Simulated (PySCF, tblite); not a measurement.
# C4H11BSi2: geometry, infrared bands and NMR shifts

What infrared bands and NMR shifts should C4H11BSi2 (`BC1=C(C[SiH3])C[SiH2]1`) show?

Computed with tblite 0.8.0 and PySCF 2.14.0, with density-fitted response routines of our own, on a single molecule in the gas phase. Atoms count from 0, in the outputs and in this text.

## (1) Starting geometry

18 atoms, charge 0, multiplicity 1; geometry from: force field or distance geometry start.

Bonds of the start (Å): B0–C1 1.59, C1–C2 1.29, C2–C3 1.53, C3–Si4 1.84, C2–C5 1.46, C5–Si6 1.82, Si6–C1 1.79, B0–H7 1.17, B0–H8 1.19, C3–H9 1.10, C3–H10 1.12, Si4–H11 1.49, Si4–H12 1.48, Si4–H13 1.47, C5–H14 1.12, C5–H15 1.12, Si6–H16 1.47, Si6–H17 1.47.

## (2) Optimising the geometry with GFN2-xTB

Job settings and geometry (Å):

```
{"job": {"kind": "relax", "xc": "GFN2-xTB", "basis": "xTB"}, "charge": 0, "multiplicity": 1}
B      0.385200     1.563400     1.189400
C      0.766400     0.557800     0.021300
C      0.132900    -0.446400    -0.480100
C     -1.256800    -0.995100    -0.167700
Si    -2.127500    -0.106300     1.190200
C      1.078200    -0.909800    -1.489400
Si     2.233600     0.406900    -0.991200
H      0.431900     2.701100     0.900800
H      0.786800     1.258900     2.270400
H     -1.833300    -0.890200    -1.102600
H     -1.170900    -2.080200     0.079700
H     -3.556600    -0.535800     1.139900
H     -1.681200    -0.469700     2.553500
H     -2.156900     1.352400     1.034400
H      0.645700    -0.830100    -2.516500
H      1.426100    -1.945200    -1.236300
H      2.405900     1.378400    -2.077100
H      3.481800    -0.003700    -0.330400
```

Started as:

```
OMP_NUM_THREADS=1 python probes_run.py task.json out
```

The driver reads the jobs from task.json and runs them one after another.

**Question.** This job is followed by: GFN2-xTB harmonic vibrations, gas phase; GIAO PBE0/pcSseg-1 NMR shielding, non-relativistic, gas phase. Predict these results of the whole session: strongest single infrared mode (GFN2-xTB); zero-point energy (GFN2-xTB); 13C shifts against TMS (PBE0/pcSseg-1); 1H shifts against TMS (PBE0/pcSseg-1, means over atoms taken as alike); 11B shifts against BF3·OEt2 (PBE0/pcSseg-1); 29Si shifts against TMS (PBE0/pcSseg-1).

As calculated:

| quantity | value |
| --- | --- |
| strongest single infrared mode (GFN2-xTB) | 2253 cm⁻¹, 541 km/mol |
| zero-point energy (GFN2-xTB) | 78.8 kcal/mol |
| 13C shifts against TMS (PBE0/pcSseg-1) | 207.3, 153.3, 25.6, 25.2 ppm |
| 1H shifts against TMS (PBE0/pcSseg-1, means over atoms taken as alike) | 6.77, 4.93, 4.01, 2.71, 2.22 ppm |
| 11B shifts against BF3·OEt2 (PBE0/pcSseg-1) | 63.1 ppm |
| 29Si shifts against TMS (PBE0/pcSseg-1) | -52.4, -57.6 ppm |

In words: Over 275 steps the energy fell by 1.111 eV; of the close pairs, C1–Si6 changed most, 1.789 to 1.896 Å. All 48 modes are real, so the xTB geometry is a minimum. Unscaled tight-binding wavenumbers are off by several per cent, some by more. Its intensities can rank the bands wrongly. At PBE0/pcSseg-1: The widest tensor belongs to C2: span 281 ppm, with a paramagnetic part of -284 ppm.
